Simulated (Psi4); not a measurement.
# GeNH3 (SMILES [N][GeH3]): UMP2.5/DZVP (density fitting, density fitting for correlation)

Aim: the energy change on altering one bond length of GeNH3 at UMP2.5/DZVP (density fitting, density fitting for correlation), from 2 runs. 

The results are computed with Psi4 1.11.

2 further runs of the same task are left out: 1 that didn't finish, 1 set aside as unsound or not needed.

**1. The system as given**

The species is GeNH3 (5 atoms), meant as a triplet with charge 0. As SMILES, `[N][GeH3]`. The shape comes from GFN2-xTB, which is rough for such elements, and wasn't checked as a minimum.

Bond lengths: N1–Ge2 1.735 Å, Ge2–H3 1.504 Å, Ge2–H4 1.504 Å, Ge2–H5 1.504 Å. Angles: N1–Ge2–H3 111.9°, N1–Ge2–H4 111.9°, N1–Ge2–H5 111.9°, H3–Ge2–H4 106.9°, H3–Ge2–H5 106.9°, H4–Ge2–H5 106.9°.

**2. Energy and gradient at UMP2.5/DZVP (density fitting, density fitting for correlation)**

input.json

```json
{
  "schema_name": "qcschema_input",
  "schema_version": 1,
  "molecule": {
    "schema_name": "qcschema_molecule",
    "schema_version": 2,
    "symbols": ["N", "Ge", "H", "H", "H"],
    "geometry": [-1.81016865, 0.03949528, 2.70930034, 0.01086593, -0.00024566, -0.0165351, -1.37203565, 1.12005957, -2.23148309, 0.75598494, -2.64093005, -0.75475661, 2.41537234, 1.48162087, 0.29345557],
    "molecular_charge": 0,
    "molecular_multiplicity": 3,
    "fix_symmetry": "c1"
  },
  "driver": "gradient",
  "model": {
    "method": "mp2.5",
    "basis": "DZVP"
  },
  "keywords": {
    "reference": "uhf",
    "scf_type": "df",
    "freeze_core": true,
    "mp_type": "df"
  }
}
```

Launch:

```sh
$ psi4 --qcschema input.json -n 1 --memory 1600MB
```

stdout:

```text
[...]
  Running in c1 symmetry.
[...]
  Nuclear repulsion =  106.905912625311345
[...]
  Multiplicity = 3
[...]
  Nalpha       = 22
  Nbeta        = 20
[...]
    Number of basis functions: 47
[...]
   @DF-UHF iter   1: -2130.40487365160152   -4.02754e+00   2.03312e-02 ADIIS/DIIS
[...]
   @DF-UHF iter  19: -2130.96196193825381    1.36424e-12   9.13703e-11 DIIS
[...]
   @S^2 Observed:                2.017509039E+00
[...]
    Orbital Energies [Eh]
    ---------------------
    Alpha Occupied:
       1A   -405.337506     2A    -52.240743     3A    -46.357875
       4A    -46.357874     5A    -46.357274     6A    -15.615012
       7A     -7.265969     8A     -5.244209     9A     -5.242646
      10A     -5.242646    11A     -1.696852    12A     -1.692725
      13A     -1.692724    14A     -1.686835    15A     -1.686834
      16A     -1.162799    17A     -0.731569    18A     -0.577981
      19A     -0.577969    20A     -0.510052    21A     -0.465671
      22A     -0.465638
    Alpha Virtual:
      23A      0.116187    24A      0.157705    25A      0.157724
[...]
  @DF-UHF Final Energy: -2130.96196193825381
   => Energetics <=
    Nuclear Repulsion Energy =            106.9059126253113448
    One-Electron Energy =               -3180.8429126136807099
    Two-Electron Energy =                 942.9750380501155860
    Total Energy =                      -2130.9619619382538076
  UHF NO Occupations:
  HONO-2 :   20  A 1.9951705
  HONO-1 :   21  A 1.0000000
[...]
 Multipole Moments:
 ------------------------------------------------------------------------------------
     Multipole            Electronic (a.u.)      Nuclear  (a.u.)        Total (a.u.)
 ------------------------------------------------------------------------------------
 L = 1.  Multiply by 2.5417464519 to convert [e a0] to [Debye]
 Dipole X            :          0.3576089           -0.0267491            0.3308598
 Dipole Y            :         -0.0078313            0.0006068           -0.0072246
 Dipole Z            :         -0.5363187            0.0407672           -0.4955515
 Magnitude           :                                                    0.5958957
[...]
	Warning: cc_lambda option is changed to TRUE
	For this residual convergence, default PCG convergence is:     1.00e-07
[...]
	DF-SCS-MP2 Total Energy (a.u.)     : -2131.14442525002914
	DF-SOS-MP2 Total Energy (a.u.)     : -2131.14382416803846
	DF-SCS(N)-MP2 Total Energy (a.u.)  : -2131.03899969526083
[...]
	DF-MP2 Total Energy (a.u.)         : -2131.14562741401005
[...]
	DF-MP3 Total Energy (a.u.)         : -2131.17279206924741
[...]
```

The result, in JSON:

```text
{
 "driver": "gradient",
 "model": {
  "method": "mp2.5",
  "basis": "DZVP"
 },
 "success": true,
 "return_result": [0.05067974564455291, -0.001107998840480795, -0.07585919162881893, -0.04758657324691207, 0.0010314820006754044, 0.07120263181342068, 0.010928432087458972, -0.006844625966604845, 0.00964441443211772, -0.001974721273501734, 0.015972817685472762, 0.0006927202646098696, -0.01204688321091485, -0.00905167487910008, -0.005680574881595346],
 "properties": {
  "calcinfo_nbasis": 47,
  "calcinfo_nmo": 47,
  "calcinfo_nalpha": 22,
  "calcinfo_nbeta": 20,
  "calcinfo_natom": 5,
  "nuclear_repulsion_energy": 106.90591262531134,
  "return_energy": -2131.1592097416287,
  "return_gradient": [0.05067974564455291, -0.001107998840480795, -0.07585919162881893, -0.04758657324691207, 0.0010314820006754044, 0.07120263181342068, 0.010928432087458972, -0.006844625966604845, 0.00964441443211772, -0.001974721273501734, 0.015972817685472762, 0.0006927202646098696, -0.01204688321091485, -0.00905167487910008, -0.005680574881595346],
  "scf_one_electron_energy": -3180.8429126136807,
  "scf_two_electron_energy": 942.9750380501156,
  "scf_dipole_moment": [0.330859797700622, -0.007224570784789955, -0.4955515247313205],
  "scf_total_energy": -2130.961961938254,
  "scf_iterations": 19,
  "mp2_same_spin_correlation_energy": -0.043771452844826475,
  "mp2_opposite_spin_correlation_energy": -0.13989402291132777,
  "mp2_singles_energy": 0.0,
  "mp2_doubles_energy": -0.1836654757562428,
  "mp2_correlation_energy": -0.1836654757562428,
  "mp2_total_energy": -2131.14562741401
 }
}
```

Wall time 4.5 s (1 thread of AMD EPYC 9R14 (Zen 4), shared host); peak memory 0.62 GiB.

**3. The distorted shape at the same level**

geh3n.py

```python
import psi4

psi4.set_memory(1600000000)
psi4.set_num_threads(1)
psi4.core.set_output_file('run.log', False)

geom = psi4.geometry("""
0 3
N
Ge 1 2.4288
H 2 1.503599 1 111.9019
H 2 1.503589 3 106.94977 1 122.87083
H 2 1.503615 4 106.92483 3 -114.2698
symmetry c1
""")

psi4.set_options({
    'basis': 'DZVP',
    'reference': 'uhf',
    'scf_type': 'df',
    'freeze_core': True,
    'mp_type': 'df',
})

e_tot, wfn = psi4.gradient("mp2.5", return_wfn=True)
print('gradient / Eh bohr^-1')
print(e_tot.np.round(6))
print(f'energy = {wfn.energy():.10f} Eh')
for k, v in sorted(psi4.core.scalar_variables().items()):
    print(f'{k:45s} {v:18.10f}')
```

Launch:

```sh
$ python geh3n.py
```

run.log:

```text
[...]
  Running in c1 symmetry.
[...]
  Nuclear repulsion =   86.615831531150889
[...]
  Multiplicity = 3
[...]
  Nalpha       = 22
  Nbeta        = 20
[...]
    Number of basis functions: 47
[...]
   @DF-UHF iter   1: -2130.26037424182732   -4.60024e+00   2.11879e-02 DIIS/ADIIS
[...]
   @DF-UHF iter  21: -2130.94473180126943   -4.54747e-13   3.66669e-11 DIIS
[...]
   @S^2 Observed:                2.491829204E+00
[...]
    Orbital Energies [Eh]
    ---------------------
    Alpha Occupied:
       1A   -405.345880     2A    -52.246214     3A    -46.363674
       4A    -46.363673     5A    -46.362697     6A    -15.653986
       7A     -7.262196     8A     -5.240126     9A     -5.240126
      10A     -5.235982    11A     -1.687647    12A     -1.687646
      13A     -1.684452    14A     -1.682753    15A     -1.682752
      16A     -1.136525    17A     -0.718040    18A     -0.554798
      19A     -0.554797    20A     -0.526780    21A     -0.477104
      22A     -0.477063
    Alpha Virtual:
      23A      0.057471    24A      0.156520    25A      0.156542
[...]
  @DF-UHF Final Energy: -2130.94473180126943
   => Energetics <=
    Nuclear Repulsion Energy =             86.6158315311508886
    One-Electron Energy =               -3140.4073896148584026
    Two-Electron Energy =                 922.8468262824383146
    Total Energy =                      -2130.9447318012689720
  UHF NO Occupations:
  HONO-2 :   20  A 1.7171713
  HONO-1 :   21  A 1.0000000
[...]
 Multipole Moments:
 ------------------------------------------------------------------------------------
     Multipole            Electronic (a.u.)      Nuclear  (a.u.)        Total (a.u.)
 ------------------------------------------------------------------------------------
 L = 1.  Multiply by 2.5417464519 to convert [e a0] to [Debye]
 Dipole X            :         -0.0002772            0.0001873           -0.0000900
 Dipole Y            :         -0.0004849            0.0003578           -0.0001271
 Dipole Z            :          1.1687148           -0.7481487            0.4205662
 Magnitude           :                                                    0.4205662
[...]
	Warning: cc_lambda option is changed to TRUE
	For this residual convergence, default PCG convergence is:     1.00e-07
[...]
	DF-SCS-MP2 Total Energy (a.u.)     : -2131.11135920981906
	DF-SOS-MP2 Total Energy (a.u.)     : -2131.11073444033764
	DF-SCS(N)-MP2 Total Energy (a.u.)  : -2131.01545319446268
[...]
	DF-MP2 Total Energy (a.u.)         : -2131.11260874878280
[...]
	DF-MP3 Total Energy (a.u.)         : -2131.14290404728308
[...]
```

Run time: 4.8 s. Hardware: 1 thread of AMD EPYC 9R14 (Zen 4), shared host; peak memory 0.62 GiB.

**4. What came out**

Level: UMP2.5/DZVP (density fitting, density fitting for correlation), 10 core orbitals frozen.

| quantity | value |
| --- | --- |
| first shape: total energy | -2131.15921 Eh |
| first shape: HOMO energy (Hartree–Fock orbitals) (highest over α and β) | -12.03 eV |
| first shape: LUMO energy (Hartree–Fock orbitals) (lowest over α and β) | 2.07 eV |
| first shape: correlation energy (10 core orbitals frozen) | -197.2 mEh |
| first shape: ⟨S²⟩ of the reference determinant | 2.018 |
| first shape: largest force on an atom | 4.692 eV/Å |
| distorted shape: total energy | -2131.12776 Eh |
| distorted shape: HOMO energy (Hartree–Fock orbitals) (highest over α and β) | -9.32 eV |
| distorted shape: LUMO energy (Hartree–Fock orbitals) (lowest over α and β) | 1.56 eV |
| distorted shape: correlation energy (10 core orbitals frozen) | -183.0 mEh |
| distorted shape: ⟨S²⟩ of the reference determinant | 2.492 |
| distorted shape: largest force on an atom | 2.483 eV/Å |
| energy change with the N1–Ge2 bond stretched from 1.735 to 2.429 Å | 0.856 eV |

What this shows: With the N1–Ge2 bond stretched from 1.735 to 2.429 Å the energy rises by 0.86 eV (82.6 kJ/mol). The first shape isn't relaxed at this level, so the change isn't measured from a minimum. The largest force (first shape) is 4.69 eV/Å: the shape isn't a stationary point for this species at this level. ⟨S²⟩ (distorted shape) is 2.49 where a pure triplet has 2.00: the reference is spin-contaminated.
